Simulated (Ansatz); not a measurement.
Au2S, space group Pn-3m, a scan of one input key

Computed with Ansatz's Python interface.

Notebook, run cell by cell (the value of a cell's last expression is shown):

**Cell 1**
```python
import warnings

import ansatz as az
import numpy as np
```

**Cell 2**
```python
warnings.simplefilter('ignore', az.DeckWarning)
```

**Cell 3**
```python
vectors = np.array([
    [5.02057, 0.0, 0.0],
    [0.0, 5.02057, 0.0],
    [0.0, 0.0, 5.02057],
])
xtal = (
    az.Lattice.of(vectors)
    .atom('S', [0.0, 0.0, 0.0])
    .atom('S', [0.5, 0.5, 0.5])
    .atom('Au', [0.25, 0.25, 0.25])
    .atom('Au', [0.25, 0.75, 0.75])
    .atom('Au', [0.75, 0.75, 0.25])
    .atom('Au', [0.75, 0.25, 0.75])
)
```

**Cell 4**
```python
xtal.resolved().tree()['lattice']
```
Output:
```text
((5.02057, 0.0, 0.0), (0.0, 5.02057, 0.0), (0.0, 0.0, 5.02057))
```

**Cell 5**
```python
setup = (
    xtal.calculation()
    .functional('lda')
    .kpoints(5, 5, 5)
    .occupations(az.OccupationsMethod.COLD, width=0.1)
    .band_table()
)
typed = setup.input()
rows = []
for value in [0.1, 0.3, 0.6]:
    edited = typed.set(az.key.scf.mixing.beta, value)
    summary = az.Session.from_dict(edited).plan().execute().report
    rows.append((value, summary['free_energy_ev'], summary['n_iterations'], len(summary['eigenvalues_ev'][0]) if 'eigenvalues_ev' in summary else 0))
print('          beta            F eV      iterations    bands listed')
for row in rows:
    print(f'{str(row[0]):>14s}  {row[1]:14.5f}  {row[2]:14d}  {row[3]:14d}')
```
Output:
```text
          beta            F eV      iterations    bands listed
           0.1    -53198.11884               7              52
           0.3    -53198.11884               7              52
           0.6    -53198.11884               6              52
```

Absolute energies stand on the zero of these potentials, so only differences at equal settings mean something. A total without «per atom» is that of the whole cell that was run. Spin-orbit coupling, which matters for elements this heavy, is left out. The structure is a deposited one; some such entries were measured under pressure or heat, so a shift against it needn't be the functional's error alone. Wall time of the script: 11 s on 1 thread of Arm Neoverse V1, on a shared host, peak memory 0.43 GiB.
